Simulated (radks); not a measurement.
# Os⁵³⁺ in [Ar] 3d5: an all-electron calculation

Wanted: eigenvalues, radial structure and energy terms of the osmium ion Os53+.

The numbers are computed with radks (a radial shooting solver on a logarithmic mesh, Libxc functionals) version 1 (scalar-relativistic Kohn-Sham, LDA (Slater exchange, Perdew-Wang correlation), spin-polarised, spherical densities, point nucleus; open shells are filled with parallel spins first), except any that are marked as measured or tabulated.

### 1 The system

```
element       : osmium (Z = 76)
charge        : +53
electrons     : 23
configuration : [Ar] 3d5
```

Outer shells as boxes (Hund's rule):

Os⁵³⁺
```
[Ar] core
3d [↑ ][↑ ][↑ ][↑ ][↑ ]
```

### 2 The run

Settings of this run:

```text
Z 76
configuration [Ar] 3d5
relativity scalar-relativistic
functional lda,pw
spin polarised
nucleus point
c 137.035999084
```

On the command line:

```
> python run_ks.py task.json out
```

All runs below come from this command, one after another.

What does the calculation give?

As calculated:

| quantity | value |
| --- | --- |
| total energy | -14716.9063 hartree |
| exchange-correlation share of it | 1.39 % |
| −T/E | 1.1246 |
| highest occupied level | 3d up, -5040.8 eV |
| most extended occupied level | 3s down, <r> = 0.186 bohr |
| radius at density 0.001 e/bohr³ | 0.598 bohr |
| maxima of the radial density | 3 |
| ionisation energy, NIST | 5052 (theory) eV |

**Reading.** The radial density shows 3 maxima for 3 occupied principal shells. Relativity lifts −T/E to 1.125. The top level binds by 5040.8 eV, 100 % of the NIST ionisation energy of 5052 eV. Open shells are spherical and high-spin; term and fine-structure splittings are not resolved. Spin-orbit splitting is averaged out at the scalar-relativistic level.
